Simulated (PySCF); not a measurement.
# B2BrH7N2: the cost of one run

Computed with PySCF 2.14.0, with density-fitted response routines of our own, on a single molecule in the gas phase. Atoms are numbered from 0 throughout.

### Step 1. The molecule as given

12 atoms, charge 0, multiplicity 1; geometry from: GFN2-xTB. The atoms were then displaced at random by about 0.01 Å, so the start is not that level's minimum.

Bonds of the start (Å): Br0–B1 1.99, B1–N2 1.59, N2–B3 1.56, B3–N4 1.59, N4–B1 1.58, B1–H5 1.18, N2–H6 1.02, N2–H7 1.02, B3–H8 1.18, B3–H9 1.21, N4–H10 1.00, N4–H11 1.02.

### Step 2. Geometry optimisation at PBE0-D3(BJ)/def2-SVP

Job settings and geometry (Å):

```
{"job": {"xc": "PBE0", "basis": "def2-SVP", "d3": "d3bj", "grid": 1, "shake": 0.01, "kind": "geom"}, "charge": 0, "multiplicity": 1}
Br     2.424010     0.013940    -1.204390
B      1.023630    -0.065030     0.212570
N     -0.012910     1.132050     0.103350
B     -1.127350     0.044140    -0.001540
N     -0.078320    -1.137660    -0.136870
H      1.495870    -0.186260     1.290280
H     -0.035210     1.756530     0.908670
H      0.121200     1.708760    -0.728380
H     -1.815310     0.173700    -0.957500
H     -1.762770    -0.045350     1.028590
H     -0.021060    -1.522130    -1.053660
H     -0.172090    -1.900960     0.529860
```

Launch:

```sh
> OMP_NUM_THREADS=1 python probes_run.py task.json out
```

The driver reads the jobs from task.json and runs them one after another.

**Question.** How long does this first job take on 1 thread of Arm Neoverse V1, shared host, and how much memory does it need?

About 34 s, with a peak of 0.51 GiB.
